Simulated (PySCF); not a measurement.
# TaN(OH)2: relaxation and vibrations of the singlet

Where does singlet TaN(OH)2 go from a trigonal planar start, is the end point a minimum, and what are its modes, charges and moments?

Computed with PySCF 2.14.0. Level: PBE0, basis Ta def2-TZVP with ECP60, N def2-TZVP, O def2-TZVP, H def2-TZVP, scalar-relativistic core potentials, no spin–orbit coupling, density fitting.

### 1 Starting geometry

6 atoms, charge 0, spin multiplicity 1.

Bond lengths: Ta1–N2 1.860 Å, Ta1–O3 2.090 Å, Ta1–O4 2.090 Å, O3–H5 0.960 Å, O4–H6 0.960 Å. Angles: N2–Ta1–O3 120.0°, N2–Ta1–O4 120.0°, O3–Ta1–O4 120.0°, Ta1–O3–H5 130.0°, Ta1–O4–H6 130.0°.

Coordinates in bohr (charge 0 multiplicity 1):
```
Ta    0.0000    0.0000    0.0000
N     3.5149    0.0000    0.0000
O    -1.9748    3.4204    0.0000
O    -1.9748   -3.4204    0.0000
H    -1.3544    5.1251    0.0000
H    -3.7613   -3.7354    0.0000
```

### 2 First SCF at the start

One driver script runs all steps and calls PySCF; scf.py shows how it sets up the SCF of each step. The optimiser is the driver's own. After this first run the driver tries any further starts and a stability analysis.

The input, scf.py:

```python
from pyscf import gto, scf, dft
mol = gto.M(atom='''
Ta     0.000000     0.000000     0.000000
N      1.860000     0.000000     0.000000
O     -1.045000     1.810000     0.000000
O     -1.045000    -1.810000     0.000000
H     -0.716700     2.712100     0.000000
H     -1.990400    -1.976700     0.000000''',
    basis={'Ta': 'def2-TZVP', 'N': 'def2-TZVP', 'O': 'def2-TZVP', 'H': 'def2-TZVP'},
    ecp={'Ta': 'def2-TZVP'},
    charge=0, spin=0)
mf = dft.RKS(mol, xc='PBE0')
mf.grids.atom_grid = (50, 194)
aux = {'Ta': 'def2-universal-JKFIT', 'N': 'def2-universal-JKFIT', 'O': 'def2-universal-JKFIT', 'H': 'def2-universal-JKFIT'}
mf = mf.density_fit(auxbasis=aux)
mf.conv_tol = 1e-08
mf.diis_space = 10
mf.max_cycle = 60
mf.init_guess = 'minao'
mf.verbose = 4
mf.kernel()
```

Launch:

```bash
> OMP_NUM_THREADS=4 python axn.py task.json out
```

Standard output (excerpt; [...] marks lines left out):

```text
[... the frontier levels of the middle cycles are left out ...]
init E= -243.63116698974
  HOMO = -0.470586568055094  LUMO = -0.380274497072399  gap/eV = 2.45752
cycle= 1 E= -263.033825902745  delta_E= -19.4  |g|= 1.09  |ddm|= 6.71
  HOMO = -0.130437884720284  LUMO = -0.118202188162571  gap/eV = 0.33295
cycle= 2 E= -261.899081205152  delta_E= 1.13  |g|= 2.52  |ddm|= 2.06
  HOMO = -0.230888396391213  LUMO = -0.0856260398812267  gap/eV = 3.95279
cycle= 3 E= -263.014992635236  delta_E= -1.12  |g|= 0.981  |ddm|= 1.82
cycle= 4 E= -263.214269676003  delta_E= -0.199  |g|= 0.461  |ddm|= 0.71
cycle= 5 E= -263.259941104582  delta_E= -0.0457  |g|= 0.125  |ddm|= 0.303
cycle= 6 E= -263.263098584384  delta_E= -0.00316  |g|= 0.0433  |ddm|= 0.0855
cycle= 7 E= -263.263438958101  delta_E= -0.00034  |g|= 0.0206  |ddm|= 0.031
cycle= 8 E= -263.263573647187  delta_E= -0.000135  |g|= 0.00398  |ddm|= 0.0251
cycle= 9 E= -263.26360118284  delta_E= -2.75e-05  |g|= 0.00172  |ddm|= 0.0157
cycle= 10 E= -263.263614605726  delta_E= -1.34e-05  |g|= 0.00132  |ddm|= 0.0141
cycle= 11 E= -263.263619633857  delta_E= -5.03e-06  |g|= 0.000288  |ddm|= 0.0123
cycle= 12 E= -263.263619834149  delta_E= -2e-07  |g|= 0.000145  |ddm|= 0.0022
cycle= 13 E= -263.263619865468  delta_E= -3.13e-08  |g|= 4.37e-05  |ddm|= 0.000577
cycle= 14 E= -263.263619873947  delta_E= -8.48e-09  |g|= 1.52e-05  |ddm|= 0.00042
  HOMO = -0.247835150172482  LUMO = -0.152758285830277  gap/eV = 2.58717
Extra cycle  E= -263.263619874624  delta_E= -6.77e-10  |g|= 1.3e-05  |ddm|= 8.33e-05
converged SCF energy = -263.263619874624
```

This step, with its further starts and checks, needed 15 s of wall time on 4 threads of Arm Neoverse V1, shared host.

The starts that the driver tried:

| start | energy (Eh) |
| --- | --- |
| the minimal-basis guess | -263.263620 |
| a thermally smeared density | -263.263620 |
| a smeared PBE density | -263.263620 |

The test of internal stability and the other starts found no lower closed-shell solution.

### 3 Relaxation: trigonal planar start, singlet

The program finds Cs symmetry in the start, which this walk keeps. The walk stops when the largest gradient is under 0.0003 Eh/bohr and the energy has settled too.

Edit scf.py of step 2 so:

```diff
@@ -3,6 +3,6 @@
-Ta     0.000000     0.000000     0.000000
-N      1.860000     0.000000     0.000000
-O     -1.045000     1.810000     0.000000
-O     -1.045000    -1.810000     0.000000
-H     -0.716700     2.712100     0.000000
-H     -1.990400    -1.976700     0.000000''',
+Ta     0.044165    -0.003237     0.000000
+N      1.904165    -0.003237     0.000000
+O     -1.000835     1.806763     0.000000
+O     -1.000835    -1.813237     0.000000
+H     -0.672535     2.708863     0.000000
+H     -1.946235    -1.979937     0.000000''',
@@ -19 +18,0 @@
-mf.init_guess = 'minao'
```

Energy and gradient, step by step:

| step | energy (Eh) | change (kJ/mol) | largest symmetric gradient (Eh/bohr) |
| --- | --- | --- | --- |
| 0 | -263.263620 | 0.00 | 0.13357 |
| 1 | -263.302946 | -103.25 | 0.03269 |
| 2 | -263.308220 | -117.10 | 0.02824 |
| 3 | -263.310064 | -121.94 | 0.00503 |
| 4 | -263.311222 | -124.98 | 0.00483 |
| 5 | -263.311410 | -125.47 | 0.00272 |
| 6 | -263.311476 | -125.65 | 0.00222 |
| 7 | -263.311657 | -126.12 | 0.00365 |
| 8 | -263.311694 | -126.22 | 0.00177 |
| 9 | -263.311701 | -126.24 | 0.00059 |
| 10 | -263.311704 | -126.25 | 0.00046 |
| 11 | -263.311710 | -126.26 | 0.00087 |
| 12 | -263.311714 | -126.27 | 0.00068 |
| 13 | -263.311717 | -126.28 | 0.00024 |

The walk took 39 s.

End point (Cs, 13 steps, 126.3 kJ/mol gained): O–H 0.957 Å (×2), Ta–N 1.688 Å, Ta–O 1.942 Å, Ta–O 1.961 Å; H–O–Ta 126.7°, H–O–Ta 134.0°, N–Ta–O 109.7°, N–Ta–O 111.2°, O–Ta–O 139.1°.

### 4 Frequencies

The point is checked on the finer grid, and tightened if its gradient asks for it. The Hessian and the dipole derivatives come from central differences of analytic gradients, with steps of 0.02 bohr.

Edit scf.py of step 3 so:

```diff
@@ -3,6 +3,6 @@
-Ta     0.044165    -0.003237     0.000000
-N      1.904165    -0.003237     0.000000
-O     -1.000835     1.806763     0.000000
-O     -1.000835    -1.813237     0.000000
-H     -0.672535     2.708863     0.000000
-H     -1.946235    -1.979937     0.000000''',
+Ta    -0.000189     0.000741     0.000000
+N      1.688058    -0.009196     0.000000
+O     -0.692248     1.814937     0.000000
+O     -0.672640    -1.841127     0.000000
+H     -0.178946     2.624456     0.000000
+H     -1.546814    -2.229777     0.000000''',
@@ -13 +13 @@
-mf.grids.atom_grid = (50, 194)
+mf.grids.atom_grid = (75, 302)
@@ -16 +16 @@
-mf.conv_tol = 1e-08
+mf.conv_tol = 1e-10
```

The driver hands on the density of the step before, so the log starts near convergence.

Log of the central SCF (cycles and frontier levels):

```text
init E= -263.311714022971
  HOMO = -0.250385028728535  LUMO = -0.127996670078243  gap/eV = 3.33036
cycle= 1 E= -263.311714022945  delta_E= 2.63e-11  |g|= 1.35e-05  |ddm|= 9.6e-06
  HOMO = -0.250386714120318  LUMO = -0.127996507195569  gap/eV = 3.33041
cycle= 2 E= -263.311714022728  delta_E= 2.17e-10  |g|= 3.51e-05  |ddm|= 2.27e-05
  HOMO = -0.250385222815178  LUMO = -0.127996997896048  gap/eV = 3.33035
cycle= 3 E= -263.311714022965  delta_E= -2.37e-10  |g|= 7.93e-06  |ddm|= 1.84e-05
  HOMO = -0.250385489835433  LUMO = -0.127996763732224  gap/eV = 3.33037
cycle= 4 E= -263.311714022977  delta_E= -1.17e-11  |g|= 1.84e-07  |ddm|= 3.68e-06
  HOMO = -0.250385461483822  LUMO = -0.127996717491307  gap/eV = 3.33037
Extra cycle  E= -263.311714022981  delta_E= -3.75e-12  |g|= 3.35e-07  |ddm|= 5.17e-07
converged SCF energy = -263.311714022981
```

The whole step took 1.9 min.

Geometry: Cs; O–H 0.958 Å (×2), Ta–N 1.688 Å, Ta–O 1.942 Å, Ta–O 1.961 Å; H–O–Ta 126.7°, H–O–Ta 134.0°, N–Ta–O 109.7°, N–Ta–O 111.2°, O–Ta–O 139.1°.

Modes, for the most abundant isotopes:

```tsv
symmetry	ω (cm⁻¹)	IR (km/mol)	μ (u)
a''	118i	46.9	6.58
a'	169	10.5	4.64
a'	278	33.1	6.68
a'	358	121	1.23
a''	514	145	1.13
a'	583	193	1.43
a''	608	120	1.16
a'	658	103	6.04
a'	675	89.7	5.15
a'	1087	123	14.84
a'	3913	146	1.07
a'	3941	132	1.07
```

μ is the mass of the mode for normalised Cartesian displacements, not the reduced mass of the usual diatomic formula.

With 1 mode imaginary (up to 118i cm⁻¹) this point is a saddle.

Properties at this point:

```yaml
Dipole_moment: 4.72 D
Highest_occupied_level: -6.81 eV
Lowest_empty_level: -3.48 eV
Rotational_constants: 0.295, 0.1417, 0.09572 cm⁻¹
Zero-point_energy_real_modes: 76.5 kJ/mol
Principal_polarisabilities: 33.9, 51.4, 57.1 bohr³
Atomisation_energy_without_zero-point_energy: 2379 kJ/mol
Principal_traceless_quadrupole_moments_about_the_centre_of_mass: -14.18, 6.72, 7.47 D Å
```

Populations by atom (charges in e):

```tsv
atom	Mulliken	Löwdin	polar tensor	Mayer order to Ta1
Ta1	1.21	0.77	2.14	–
N2	-0.50	-0.39	-0.86	2.96
O3	-0.69	-0.34	-0.92	1.07
O4	-0.70	-0.36	-0.98	0.98
H5	0.35	0.17	0.30	0.01
H6	0.32	0.16	0.32	0.03
```

Outer orbital energies (eV). occupied: -13.78, -10.25, -10.23, -9.98, -9.66, -7.78, -7.08, -6.81; empty: -3.48, -1.10, -0.32, 0.23.

Mulliken populations on Ta1 (outside its core potential): s 2.23, p 6.37, d 3.06, f 0.13.

### 5 Following the imaginary mode

The start is the last point, displaced along its most imaginary mode.

The program finds C1 symmetry in the start. Threshold on the gradient: 0.0003 Eh/bohr, with a further test on the energy change.

Edit scf.py of step 4 so:

```diff
@@ -3,6 +3,6 @@
-Ta    -0.000189     0.000741     0.000000
-N      1.688058    -0.009196     0.000000
-O     -0.692248     1.814937     0.000000
-O     -0.672640    -1.841127     0.000000
-H     -0.178946     2.624456     0.000000
-H     -1.546814    -2.229777     0.000000''',
+Ta    -0.000334     0.000810    -0.030978
+N      1.687913    -0.009126     0.115692
+O     -0.692393     1.815006     0.107667
+O     -0.672785    -1.841057     0.115321
+H     -0.179091     2.624525     0.250000
+H     -1.546959    -2.229707     0.165400''',
@@ -13 +13 @@
-mf.grids.atom_grid = (75, 302)
+mf.grids.atom_grid = (50, 194)
@@ -16 +16 @@
-mf.conv_tol = 1e-10
+mf.conv_tol = 1e-08
```

Steps of the walk:

| step | energy (Eh) | change (kJ/mol) | largest gradient (Eh/bohr) |
| --- | --- | --- | --- |
| 0 | -263.312238 | 0.00 | 0.00927 |
| 1 | -263.312860 | -1.63 | 0.01018 |
| 2 | -263.314403 | -5.68 | 0.02679 |
| 3 | -263.315887 | -9.58 | 0.01554 |
| 4 | -263.316899 | -12.24 | 0.00645 |
| 5 | -263.317967 | -15.04 | 0.00568 |
| 6 | -263.319394 | -18.79 | 0.00470 |
| 7 | -263.320607 | -21.97 | 0.00787 |
| 8 | -263.321153 | -23.41 | 0.01035 |
| 9 | -263.321311 | -23.82 | 0.00581 |
| 10 | -263.321490 | -24.29 | 0.00289 |
| 11 | -263.321566 | -24.49 | 0.00223 |
| 12 | -263.321630 | -24.66 | 0.00301 |
| 13 | -263.321671 | -24.77 | 0.00149 |
| 14 | -263.321677 | -24.78 | 0.00058 |
| 15 | -263.321679 | -24.79 | 0.00031 |
| 16 | -263.321680 | -24.79 | 0.00041 |
| 17 | -263.321681 | -24.79 | 0.00024 |

The walk took 55 s.

Positions (Å) and forces (eV/Å) along the way:

```
step 0
Ta   0.000   0.001  -0.031   0.284   0.015  -0.184
N    1.688  -0.009   0.116  -0.369  -0.004   0.039
O   -0.692   1.815   0.108   0.298   0.269   0.138
O   -0.673  -1.841   0.115  -0.003   0.146   0.072
H   -0.179   2.625   0.250  -0.267  -0.477  -0.067
H   -1.547  -2.230   0.165   0.058   0.051   0.003
step 1
Ta  -0.007   0.004  -0.175   0.428   0.020   0.198
N    1.657  -0.005   0.163  -0.523   0.004  -0.167
O   -0.690   1.802   0.170   0.012  -0.326  -0.379
O   -0.662  -1.825   0.155   0.084   0.371  -0.006
H   -0.166   2.603   0.239  -0.007  -0.180   0.296
H   -1.535  -2.219   0.171   0.007   0.110   0.058
step 9
Ta   0.172  -0.046  -0.526  -0.038   0.227  -0.150
N    1.712   0.032   0.181   0.000  -0.001   0.037
O   -0.750   1.566  -0.029   0.180   0.174   0.140
O   -0.637  -1.601   0.269   0.157  -0.299   0.160
H   -0.330   2.213   0.551  -0.131  -0.173  -0.150
H   -1.571  -1.804   0.278  -0.169   0.072  -0.038
step 17
Ta   0.171  -0.056  -0.530  -0.005  -0.005   0.004
N    1.711   0.032   0.173   0.001   0.001   0.001
O   -0.750   1.555  -0.029   0.000  -0.012  -0.009
O   -0.618  -1.624   0.294   0.001   0.003   0.000
H   -0.346   2.197   0.556   0.004   0.011   0.006
H   -1.571  -1.745   0.260  -0.001   0.002  -0.002
```

It settles in C1 symmetry, 24.8 kJ/mol below the start, after 17 steps: O–H 0.959 Å, O–H 0.961 Å, Ta–N 1.695 Å, Ta–O 1.922 Å, Ta–O 1.939 Å; H–O–Ta 119.3°, H–O–Ta 121.2°, N–Ta–O 103.6°, N–Ta–O 106.5°, O–Ta–O 111.8°.

### 6 Frequencies

As before: finer grid, then central differences.

Edit scf.py of step 5 so:

```diff
@@ -3,6 +3,6 @@
-Ta    -0.000334     0.000810    -0.030978
-N      1.687913    -0.009126     0.115692
-O     -0.692393     1.815006     0.107667
-O     -0.672785    -1.841057     0.115321
-H     -0.179091     2.624525     0.250000
-H     -1.546959    -2.229707     0.165400''',
+Ta     0.034555    -0.011393    -0.144523
+N      1.574242     0.078467     0.559475
+O     -0.885953     1.598829     0.357606
+O     -0.753596    -1.578684     0.681377
+H     -0.480698     2.242226     0.942410
+H     -1.706567    -1.700190     0.645094''',
@@ -13 +13 @@
-mf.grids.atom_grid = (50, 194)
+mf.grids.atom_grid = (75, 302)
@@ -16 +16 @@
-mf.conv_tol = 1e-08
+mf.conv_tol = 1e-10
```

Log of the central SCF (cycles and frontier levels):

```text
init E= -263.321705223786
  HOMO = -0.251913075507094  LUMO = -0.114201516795319  gap/eV = 3.74732
cycle= 1 E= -263.321705223787  delta_E= -7.96e-13  |g|= 3.18e-06  |ddm|= 2.52e-06
  HOMO = -0.251913843125396  LUMO = -0.11420142047124  gap/eV = 3.74735
Extra cycle  E= -263.321705223771  delta_E= 1.64e-11  |g|= 9.48e-06  |ddm|= 6.17e-06
converged SCF energy = -263.321705223771
```

The whole step needed 2.4 min of wall time on 4 threads of Arm Neoverse V1, shared host.

Geometry: C1; O–H 0.959 Å, O–H 0.961 Å, Ta–N 1.695 Å, Ta–O 1.922 Å, Ta–O 1.939 Å; H–O–Ta 119.3°, H–O–Ta 121.3°, N–Ta–O 103.6°, N–Ta–O 106.4°, O–Ta–O 111.8°.

Harmonic modes (main isotopes):

```csv
symmetry,ω (cm⁻¹),IR (km/mol)
a,148,10.6
a,237,29.0
a,294,7.7
a,451,109
a,567,102
a,649,22.2
a,653,312
a,677,138
a,709,8.0
a,1072,67.0
a,3871,97.6
a,3907,137
```

No imaginary mode, so this is a minimum.

Constants and moments:

```
Dipole moment                                                   : 5.56 D
Highest occupied level                                          : -6.85 eV
Lowest empty level                                              : -3.11 eV
Rotational constants                                            : 0.2157, 0.1568, 0.1129 cm⁻¹
Zero-point energy                                               : 79.2 kJ/mol
Principal polarisabilities                                      : 35.0, 48.8, 62.7 bohr³
Atomisation energy without zero-point energy                    : 2405 kJ/mol
Principal traceless quadrupole moments about the centre of mass : -13.11, 2.58, 10.53 D Å
Entropy at 298.15 K and 1 bar                                   : 320.0 J/(mol K)
Heat capacity Cp at 298.15 K                                    : 82.1 J/(mol K)
Enthalpy at 298.15 K above 0 K                                  : 16.61 kJ/mol
Rotational symmetry number                                      : 1
```

Charges (e) and bond orders:

| atom | Mulliken | Löwdin | polar tensor | Mayer order to Ta1 |
| --- | --- | --- | --- | --- |
| Ta1 | 1.11 | 0.69 | 1.72 | – |
| N2 | -0.49 | -0.39 | -0.68 | 2.96 |
| O3 | -0.66 | -0.31 | -0.83 | 1.10 |
| O4 | -0.64 | -0.32 | -0.80 | 1.07 |
| H5 | 0.35 | 0.17 | 0.31 | 0.01 |
| H6 | 0.32 | 0.16 | 0.28 | 0.02 |

Outer orbital energies (eV). occupied: -13.68, -10.40, -10.20, -10.01, -9.41, -7.49, -6.97, -6.85; empty: -3.11, -1.08, -0.32, 0.57.

Mulliken populations on Ta1 (outside its core potential): s 2.32, p 6.31, d 3.14, f 0.12.

### 7 Would spin polarisation lower it?

At the lowest minimum the closed shell is tested against spin polarisation, on the (50, 194) grid. It is stable.

### 8 The points found, side by side

| spin | group | bonds | imaginary modes (cm⁻¹) | ΔE (kJ/mol) | with zero-point energy |
| --- | --- | --- | --- | --- | --- |
| singlet | C1 | O–H 0.959 Å, O–H 0.961 Å, Ta–N 1.695 Å, Ta–O 1.922 Å, Ta–O 1.939 Å | none | 0.0 | 0.0 |
| singlet | Cs | O–H 0.958 Å (×2), Ta–N 1.688 Å, Ta–O 1.942 Å, Ta–O 1.961 Å | 118i | 26.2 | – |

### 9 Results

| quantity | value |
| --- | --- |
| minimum | singlet, C1 |
| geometry | O–H 0.959 Å, O–H 0.961 Å, Ta–N 1.695 Å, Ta–O 1.922 Å, Ta–O 1.939 Å; H–O–Ta 119.3°, H–O–Ta 121.3°, N–Ta–O 103.6°, N–Ta–O 106.4°, O–Ta–O 111.8° |
| wavenumbers (cm⁻¹) | 148 (a), 237 (a), 294 (a), 451 (a), 567 (a), 649 (a), 653 (a), 677 (a), 709 (a), 1072 (a), 3871 (a), 3907 (a) |
| dipole moment | 5.56 D |
| highest occupied, lowest empty level | -6.85, -3.11 eV |
| polar-tensor charge of Ta1 | +1.72 e |
| zero-point energy | 79.2 kJ/mol |
| entropy at 298.15 K | 320.0 J/(mol K) |
| atomisation energy (no zero-point energy) | 2405 kJ/mol |

What this shows: The trigonal planar start ends in a minimum without symmetry. In the infrared the band at 653 cm⁻¹ (a) leads. With 5.6 D the molecule is strongly polar. Only this shape and spin were tried, so other structures or states may lie lower. With an element this heavy the missing spin–orbit coupling can shift these numbers.

The search up to here took 6.2 min.
